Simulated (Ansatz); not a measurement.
**Cl₂GeH₂Se₂: how energies converge with the basis set**

The task here is to estimate one member of a computed series from the others.

Computed with Ansatz 0.2.0, Gaussian basis. Level: one geometry, several basis sets.

The runs, in order: PBE0-D4/def2-SVP; ωB97M-V/def2-SVP; PBE0-D4/def2-QZVPP; ωB97M-V/def2-QZVPP; the functionals' def2-TZVPP values are taken from earlier runs.

## The relaxed structure

An earlier PBE0-D4 in a triple-zeta def2 set relaxation fixed the geometry.

SMILES `[Cl][Ge]([Cl])([SeH])[SeH]`, 7 atoms, charge 0, spin multiplicity 1.

Atoms are counted from 1 here; the program's logs count them from 0.

Bond lengths: Cl1–Ge2 2.143 Å, Ge2–Cl3 2.143 Å, Ge2–Se4 2.334 Å, Ge2–Se5 2.334 Å, Se4–H6 1.470 Å, Se5–H7 1.470 Å. Angles: Cl1–Ge2–Cl3 107.6°, Cl1–Ge2–Se4 112.8°, Cl1–Ge2–Se5 104.1°, Cl3–Ge2–Se4 104.1°, Cl3–Ge2–Se5 112.8°, Se4–Ge2–Se5 115.5°, Ge2–Se4–H6 91.1°, Ge2–Se5–H7 91.1°.

Set-up of the first run:

in.yaml reads:

```yaml
crystal:
  periodic: [false, false, false]
  atoms:
    - {symbol: Cl, position_ang: [-0.544415, -2.430381, -0.475106]}
    - {symbol: Ge, position_ang: [0.156658, -0.524489, 0.208248]}
    - {symbol: Cl, position_ang: [1.507543, -0.876556, 1.833694]}
    - {symbol: Se, position_ang: [-1.537255, 0.776734, 1.147891]}
    - {symbol: Se, position_ang: [1.211008, 0.396518, -1.658705]}
    - {symbol: H, position_ang: [-2.183664, 0.934659, -0.163022]}
    - {symbol: H, position_ang: [1.451426, 1.655516, -0.938700]}
basis:
  gaussian: {orbitals: def2-SVP}
hamiltonian: {xc: pbe0, dispersion: d4}
output: {orbitals: {seedname: orbitals}}
```

The run is started by

```console
> ansatz run in.yaml --threads 4 --pin off --events-out ev --progress --plain --max-ram 11315MiB
```

Among the steps run: PBE0-D4 in def2-SVP; ωB97M-V in def2-SVP; PBE0-D4 in def2-QZVPP; ωB97M-V in def2-QZVPP.

One table of the session follows, with a row left open; its other results are not shown here.

It belongs to the step «Density functionals: the series». 

| functional | basis | HOMO (eV) | LUMO (eV) |
| --- | --- | --- | --- |
| PBE0-D4 | def2-SVP | -7.46 | -1.88 |
| PBE0-D4 | def2-TZVPP | -7.56 | -2.09 |
| PBE0-D4 | def2-QZVPP | -7.58 | -2.12 |
| ωB97M-V | def2-SVP | -9.57 | 0.14 |
| ωB97M-V | def2-TZVPP | ? | ? |
| ωB97M-V | def2-QZVPP | -9.72 | -0.25 |

Q: Estimate the row for ωB97M-V, def2-TZVPP from the others.

**Answer.** HOMO (eV): -9.69; LUMO (eV): -0.18. In the column «HOMO (eV)» it lies between ωB97M-V, def2-QZVPP (-9.72) and ωB97M-V, def2-SVP (-9.57).
